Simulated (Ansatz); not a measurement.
# ScPt: pressure up to the limit of the methods

The task here is to estimate one member of a computed series from the others.

Computed with Ansatz 0.2.0 (DFT, PBEsol, PAW with Ansatz's default frozen-core files, scalar-relativistic, unless a step's input says otherwise).

### The system as given

The structure is cubic, space group Pm-3m (No. 221). Conventional cell: a = 3.289 Å, b = 3.289 Å, c = 3.289 Å, α = 90.00°, β = 90.00°, γ = 90.00°. Sc (site symmetry m-3m) has 8 Pt at 2.85 Å as nearest neighbours. Pt (site symmetry m-3m) has 8 Sc at 2.85 Å as nearest neighbours.

Structure file:

```xyz
2
Lattice="3.2894 0.0000 0.0000 0.0000 3.2894 0.0000 0.0000 0.0000 3.2894" Properties=species:S:1:pos:R:3 pbc="T T T"
Sc    1.6447    1.6447    1.6447
Pt    0.0000    0.0000    0.0000
```

Whether this phase is the stable one at these pressures isn't tested.

Atoms are numbered in the order of the input: Sc1, Pt2.

The first run:

File input.yaml:

```yaml
crystal:
  lattice:
    - [3.28943285, 0.0, 0.0]
    - [0.0, 3.28943285, 0.0]
    - [0.0, 0.0, 3.28943285]
  atoms:
    - { symbol: Sc, position: [0.5, 0.5, 0.5] }
    - { symbol: Pt, position: [0.0, 0.0, 0.0] }
kpoints:
  mp_grid: { grid: [11, 11, 11] }
  band_path:
    path:
      - [0.0, 0.0, 0.0]
      - [0.0, 0.5, 0.0]
      - [0.5, 0.5, 0.0]
      - [0.0, 0.0, 0.0]
      - [0.5, 0.5, 0.5]
      - [0.0, 0.5, 0.0]
      - [0.5, 0.5, 0.5]
      - [0.5, 0.5, 0.0]
    npoints: 6
scf:
  occupations: { method: fermi_dirac, width: 0.05 }
hamiltonian:
  xc: pbesol
  pseudopotentials: { kind: paw }
output:
  forces: true
  stress: true
  eigenvalues: true
  populations: true
  write_density: true
  write_potential: true
  elf: true
  volumetric_format: npy
```

Run with:

```sh
$ ansatz run input.yaml --threads 1 --pin off --max-ram 2048MiB --backend cpu --events-out ev --progress --plain --runs-dir out
```

Steps of the session up to this table: Volume scaled by 1, PAW; Volume scaled by 0.7, PAW; Volume scaled by 0.65, PAW; Volume scaled by 0.4, PAW.

One of the session's tables, all rows but one given; the rest of the session is left out.

| method | volume over the first | volume (Å³/atom) | pressure (GPa) |
| --- | --- | --- | --- |
| PAW | 1 | 17.796 | -4.07 |
| PAW | 0.7 | 12.458 | 100.43 |
| PAW | 0.65 | ? | ? |
| PAW | 0.4 | 7.119 | 830.58 |

Estimate the missing values for PAW, 0.65.

**Answer.** volume (Å³/atom): 11.568; pressure (GPa): 143.49. In the column «volume (Å³/atom)» it lies between PAW, 0.4 (7.119) and PAW, 0.7 (12.458).
